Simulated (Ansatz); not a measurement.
CdTe, space group F-43m, a convergence test of the k-point mesh

Program: Ansatz 0.2.0, Python API.

Run as a notebook:

```python
import ansatz as az
from tabulate import tabulate

xtal = (
    az.Lattice.of((0.0, 3.205, 3.205), (3.205, 0.0, 3.205), (3.205, 3.205, 0.0))
    .atom('Cd', (0.0, 0.0, 0.0))
    .atom('Te', (0.25, 0.25, 0.25))
)
```

```python
len(xtal.resolved().sites)
```

    2

```python
calculation = (
    xtal.calculation()
    .functional('pbe')
    .occupations('fixed')
    .scf(tolerance=1e-10)
    .forces()
    .stress()
)

rows = []
for value in [1.0, 0.6, 0.4, 0.3]:
    summary = calculation.kpoints(spacing=value).run(threads=1).report
    rows.append((value, summary['free_energy_ev'] / len(summary['lattice']['sites']), summary['n_iterations'], sum(summary['stress_gpa'][i][i] for i in range(3)) / 3, max(abs(f) for row in summary['forces_ev_ang'] for f in row), summary['n_kpoints']))
```

    DeckWarning: basis.ecutwfc = 420 eV, auto-derived from the records' recommended cutoffs: set by Cd (normal level)

```python
print(tabulate(rows, headers=['spacing (1/A)', 'F/atom (eV)', 'iterations', 'P (GPa)', 'max component (eV/A)', 'k-points'], floatfmt='.4f', tablefmt='github'))
```

    |   spacing (1/A) |   F/atom (eV) |   iterations |   P (GPa) |   max component (eV/A) |   k-points |
    |-----------------|---------------|--------------|-----------|------------------------|------------|
    |          1.0000 |    -7616.9700 |            8 |    8.1658 |                 0.0000 |          3 |
    |          0.6000 |    -7617.4989 |            8 |    5.1639 |                 0.0000 |          4 |
    |          0.4000 |    -7617.6201 |            7 |    4.3100 |                 0.0000 |         10 |
    |          0.3000 |    -7617.6265 |            8 |    4.2587 |                 0.0000 |         16 |

```python
for row in rows[:-1]:
    shift = 1000 * (row[1] - rows[-1][1])
    print(f'{row[0]}: {shift:+.2f} meV/atom' + ('  (within 2 meV)' if abs(shift) < 2 else ''))
```

    1.0: +656.53 meV/atom
    0.6: +127.61 meV/atom
    0.4: +6.48 meV/atom

Notes:
- Forces vanish by symmetry here and test nothing.
- Of the deposited cell: the entry's cell lengths or inner coordinates differ somewhat from later room-temperature determinations.
- Pressure is positive in compression.
- The structure is a deposited one; some such entries were measured under pressure or heat, so a shift against it needn't be the functional's error alone.
- Warnings are shown shortened and without file and line.
- Shifts are counted from the finest mesh, which is itself no proven limit.
- It ran for 5.5 s on 1 thread of Arm Neoverse V2, on a shared host, peak memory 0.38 GiB.
